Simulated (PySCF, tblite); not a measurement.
**C₅H₈B−: geometry, infrared bands and NMR shifts**

Aim: predict the infrared bands and NMR shifts of C₅H₈B− (`[BH3-]C/C=C/C#C`).

The runs use tblite 0.8.0 and PySCF 2.14.0, with density-fitted response routines of our own; the level of theory stands in each step. All values are computed, except where a source is named. Atoms are numbered from 0 throughout.

## 1. The molecule as given

14 atoms, charge -1, multiplicity 1; geometry from: force field or distance geometry start.

Bonds of the start (Å): B0–C1 1.59, C1–C2 1.52, C2–C3 1.33, C3–C4 1.44, C4–C5 1.20, B0–H6 1.19, B0–H7 1.19, B0–H8 1.19, C1–H9 1.11, C1–H10 1.12, C2–H11 1.08, C3–H12 1.07, C5–H13 1.07.

## 2. Optimising the geometry with GFN2-xTB

The job: settings as JSON, then the geometry in Å.

```
{"job": {"kind": "relax", "xc": "GFN2-xTB", "basis": "xTB"}, "charge": -1, "multiplicity": 1}
B     -1.887500     0.376200    -0.813600
C     -1.280000    -0.704000     0.183600
C      0.030200    -0.239300     0.787300
C      1.143400    -0.183000     0.055600
C      2.377700     0.245400     0.664900
C      3.409300     0.613200     1.151400
H     -1.187400     0.513600    -1.766400
H     -2.962700     0.017800    -1.175800
H     -2.009000     1.425100    -0.257700
H     -1.127300    -1.672200    -0.336200
H     -2.007900    -0.882200     1.011000
H      0.036100     0.036200     1.834600
H      1.136900    -0.482400    -0.968300
H      4.327400     0.935100     1.587400
```

The run is started by

```sh
> OMP_NUM_THREADS=1 python probes_run.py task.json out
```

The driver reads the jobs from task.json and runs them one after another.

**Question.** This job is followed by: GFN2-xTB harmonic vibrations, gas phase; GIAO PBE0/pcSseg-1 NMR shielding, non-relativistic, gas phase. Predict these results of the whole session: strongest single infrared mode (GFN2-xTB); zero-point energy (GFN2-xTB); 13C shifts against TMS (PBE0/pcSseg-1); 1H shifts against TMS (PBE0/pcSseg-1, means over atoms taken as alike); 11B shifts against BF3·OEt2 (PBE0/pcSseg-1).

The runs gave:

| quantity | value |
| --- | --- |
| strongest single infrared mode (GFN2-xTB) | 2171 cm⁻¹, 612 km/mol |
| zero-point energy (GFN2-xTB) | 65.9 kcal/mol |
| 13C shifts against TMS (PBE0/pcSseg-1) | 184.5, 97.5, 89.9, 71.1, 39.1 ppm |
| 1H shifts against TMS (PBE0/pcSseg-1, means over atoms taken as alike) | 7.54, 4.76, 1.92, 1.57, 0.86 ppm |
| 11B shifts against BF3·OEt2 (PBE0/pcSseg-1) | -33.8 ppm |

What this shows: Over 74 steps the energy fell by 0.336 eV; of the close pairs, B0–C1 changed most, 1.591 to 1.707 Å. All 36 modes are real, so the xTB geometry is a minimum. The strongest single mode, at 2171 cm⁻¹, moves mainly H7. GFN2-xTB is a fitted tight-binding method: band positions and strengths are rough. Its intensities can rank the bands wrongly. At PBE0/pcSseg-1: The largest span, 305 ppm, is at C4, where the paramagnetic term is -164 ppm.
